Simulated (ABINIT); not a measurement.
Runs of ABINIT 10.8.3 (patched build) on AgRh. The structure is hexagonal, space group P-6m2 (No. 187). Conventional cell: a = 2.778 Å, b = 2.778 Å, c = 4.809 Å, α = 90.00°, β = 90.00°, γ = 120.00°. Ag (site symmetry -6m2) is surrounded by 6 Ag at 2.78 Å and 6 Rh at 2.89 Å. Rh (site symmetry -6m2) has 6 Rh at 2.78 Å and 6 Ag at 2.89 Å as nearest neighbours. The cell comes from a database or a generator and needn't be the stable form of this composition.

```csv
level,gap on the mesh (eV),pressure (GPa)
WC,none,(a)
PW91,none,-2.2
PBEsol,none,-10.4
LDA,none,-15.3
AM05,none,(b)
SCAN,none,-8.2
r2SCAN,none,-6.3
BLYP,none,7.2
revPBE,none,0.7
RPBE,none,1.9
```

Alike in all rows: task band structure; potentials or basis JTH PAW PBE v2.0; no spin polarisation; cell as given; k mesh 11 × 11 × 6; cutoff (eV) 544; smearing fermi-dirac 0.05 eV.

Problem. Fill in the values left out.

Solution. (a) -9.4; (b) -10.8.

Caveats: the PAW data sets were made with another functional, which shifts forces and pressure a little.

A k mesh can miss the band edges, and the runs leave out spin-orbit coupling on Ag, Rh.

A gap of «none» marks a metal or a gap under the smearing width.

Runs at the PBE level aren't shown here.
